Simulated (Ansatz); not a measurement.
# C3H5AlO: geometry optimisation

Aim: relax C3H5AlO at this level.

Method: RKS SPW92 (LDA)/def2-SVP; program: Ansatz 0.2.0.

### Step 1. The starting structure

10 atoms, charge 0, spin multiplicity 1.

Atoms are counted from 1 here; the program's logs count them from 0.

Bond lengths: C1–C2 1.371 Å, C1–O5 1.350 Å, C1–H6 1.106 Å, C2–Al3 1.911 Å, C2–H7 1.099 Å, Al3–C4 2.001 Å, Al3–H8 1.594 Å, C4–O5 1.457 Å, C4–H9 1.114 Å, C4–H10 1.112 Å. Angles: C2–C1–O5 125.4°, C2–C1–H6 125.1°, O5–C1–H6 109.5°, C1–C2–Al3 104.9°, C1–C2–H7 117.0°, Al3–C2–H7 138.1°, C2–Al3–C4 90.2°, C2–Al3–H8 138.3°, C4–Al3–H8 131.4°, Al3–C4–O5 104.2°, Al3–C4–H9 115.1°, Al3–C4–H10 117.7°, O5–C4–H9 106.6°, O5–C4–H10 106.7°, H9–C4–H10 105.7°, C1–O5–C4 115.2°.

As a file:

| atom | x (Å) | y (Å) | z (Å) |
| --- | --- | --- | --- |
| C1 | -0.7752 | 0.3849 | -1.0179 |
| C2 | -0.5547 | -0.9634 | -0.9014 |
| Al3 | 0.5989 | -1.1447 | 0.6108 |
| C4 | 0.5668 | 0.8377 | 0.8837 |
| O5 | -0.2673 | 1.3338 | -0.2035 |
| H6 | -1.3966 | 0.8625 | -1.7984 |
| H7 | -1.0364 | -1.6133 | -1.6452 |
| H8 | 1.3242 | -2.3091 | 1.4221 |
| H9 | 0.0902 | 1.1765 | 1.8316 |
| H10 | 1.5331 | 1.3837 | 0.8210 |

### Step 2. Relaxation

Input file input.yaml:

```yaml
crystal:
  periodic: [false, false, false]
  atoms:
    - { symbol: C, position_ang: [-0.775194, 0.384933, -1.017888] }
    - { symbol: C, position_ang: [-0.554742, -0.96339, -0.901382] }
    - { symbol: Al, position_ang: [0.598893, -1.144748, 0.610802] }
    - { symbol: C, position_ang: [0.566845, 0.837678, 0.883747] }
    - { symbol: O, position_ang: [-0.267279, 1.333846, -0.203455] }
    - { symbol: H, position_ang: [-1.396574, 0.862518, -1.79839] }
    - { symbol: H, position_ang: [-1.036358, -1.613251, -1.645193] }
    - { symbol: H, position_ang: [1.324231, -2.309122, 1.422082] }
    - { symbol: H, position_ang: [0.090161, 1.176501, 1.831551] }
    - { symbol: H, position_ang: [1.533116, 1.383735, 0.821026] }
basis:
  gaussian: { orbitals: def2-SVP }
hamiltonian:
  xc: lda
output:
  forces: true
relax:
  f_tol: 0.003
  max_steps: 120
```

Command:

```
> ansatz run input.yaml --threads 1 --pin off --max-ram 2560MiB --backend cpu --events-out ev --progress --plain --runs-dir out
```

Before running it: what results should come out? Wanted: energy gained; root mean square move; dipole moment.

The runs gave:

| quantity | value |
| --- | --- |
| energy gained | 0.0256 eV |
| root mean square move | 0.022 Å |
| dipole moment | 0.42 D |

In words: Bond lengths: C1–C2 1.363 Å, C1–O5 1.334 Å, C1–H6 1.110 Å, C2–Al3 1.896 Å, C2–H7 1.101 Å, Al3–C4 1.981 Å, Al3–H8 1.596 Å, C4–O5 1.428 Å, C4–H9 1.115 Å, C4–H10 1.115 Å. Angles: C2–C1–O5 125.2°, C2–C1–H6 124.9°, O5–C1–H6 109.8°, C1–C2–Al3 104.7°, C1–C2–H7 117.3°, Al3–C2–H7 138.0°, C2–Al3–C4 90.0°, C2–Al3–H8 138.5°, C4–Al3–H8 131.5°, Al3–C4–O5 104.4°, Al3–C4–H9 115.7°, Al3–C4–H10 115.9°, O5–C4–H9 107.5°, O5–C4–H10 107.5°, H9–C4–H10 105.3°, C1–O5–C4 115.7°. No frequencies were computed here.
